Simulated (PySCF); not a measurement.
# BeC at other levels of theory

Starting from one script, swap the method and compare what comes out for BeC.

Computed with PySCF 2.14.0. Level: method and basis as typed in the scripts.

5 further runs of the same task are left out: 5 that didn't finish.

**1. The system as given**

BeC: 2 atoms, charge 0, spin multiplicity 1.

Bond lengths: Be1–C2 1.586 Å.

**2. The run that the others are compared with**

File input.py:

```python
from pyscf import gto, scf, cc

mol = gto.M(
    atom='Be 0 0 0; C 0 0 1.586',
    basis='lanl2dz',
    charge=0,
    spin=0,
    symmetry=True,
    verbose=3,
)
mf = scf.RHF(mol)
mf.kernel()
mycc = cc.CCSD(mf, frozen=1)
mycc.kernel()
e = mycc.ipccsd(nroots=6)[0]
print('roots (eV) =', (e*27.211386).round(3))
mf.dip_moment()
print('orbital energies (hartree):', mf.mo_energy[..., max(0, mol.nelec[1]-3):mol.nelec[0]+3].round(4))
```

The run is started by

```console
$ OMP_NUM_THREADS=1 python input.py
```

**3. Revtpss (RKS)**

Variant 1 changes functional: none (Hartree–Fock) → revtpss; SCF type: RHF → RKS; step after the SCF: eomip → analyze.

File input.py:

```python
from pyscf import gto, dft

mol = gto.M(
    atom='Be 0 0 0; C 0 0 1.586',
    basis='lanl2dz',
    charge=0,
    spin=0,
    symmetry=True,
    verbose=3,
)
mf = dft.RKS(mol, xc='revtpss')
mf.kernel()
mf.analyze()
print('orbital energies (hartree):', mf.mo_energy[..., max(0, mol.nelec[1]-3):mol.nelec[0]+3].round(4))
```

**4. CCSD(T)**

Variant 2 changes step after the SCF: eomip → ccsd(t).

input.py: that of step 2 with these lines changed.

```diff
@@ -14,4 +14,3 @@
 mycc.kernel()
-e = mycc.ipccsd(nroots=6)[0]
-print('roots (eV) =', (e*27.211386).round(3))
+mycc.ccsd_t()
 mf.dip_moment()
```

**5. MP2**

Variant 3 changes step after the SCF: eomip → mp2; frozen orbitals: 1 → none.

File input.py:

```python
from pyscf import gto, scf, mp

mol = gto.M(
    atom='Be 0 0 0; C 0 0 1.586',
    basis='lanl2dz',
    charge=0,
    spin=0,
    symmetry=True,
    verbose=3,
)
mf = scf.RHF(mol)
mf.kernel()
mp.MP2(mf).kernel()
mf.dip_moment()
print('orbital energies (hartree):', mf.mo_energy[..., max(0, mol.nelec[1]-3):mol.nelec[0]+3].round(4))
```

**6. TDA**

Variant 4 changes step after the SCF: eomip → tda; number of roots: 6 → 4.

File input.py:

```python
from pyscf import gto, scf, tdscf

mol = gto.M(
    atom='Be 0 0 0; C 0 0 1.586',
    basis='lanl2dz',
    charge=0,
    spin=0,
    symmetry=True,
    verbose=3,
)
mf = scf.RHF(mol)
mf.kernel()
td = tdscf.TDA(mf)
td.nstates = 4
td.kernel()
td.analyze()
mf.dip_moment()
print('orbital energies (hartree):', mf.mo_energy[..., max(0, mol.nelec[1]-3):mol.nelec[0]+3].round(4))
```

Q: Predict the outcome of this session. Wanted: for each run, E(SCF); from base; gap; SCF dipole; after the SCF.

**Answer**, as computed:

| run | E(SCF) (hartree) | from base (eV) | gap (eV) | SCF dipole (D) | after the SCF |
| --- | --- | --- | --- | --- | --- |
| base | -52.095583 | 0 | 6.11 | 4.51 | CCSD correlation -3.321 eV, core frozen, first root 7.26 eV |
| revtpss (RKS) | -52.538532 | not comparable | 0.00 | 3.14 | n/a |
| CCSD(T) | -52.095583 | 0.0000 | 6.11 | 4.51 | CCSD(T) correlation -3.667 eV, core frozen |
| MP2 | -52.095583 | 0.0000 | 6.11 | 4.51 | MP2 correlation -3.096 eV |
| TDA | -52.095583 | 0.0000 | 6.11 | 4.51 | lowest root found 1.00 eV |

**Reading.** Total energies of different functionals can't be compared with each other; differences within one functional can.
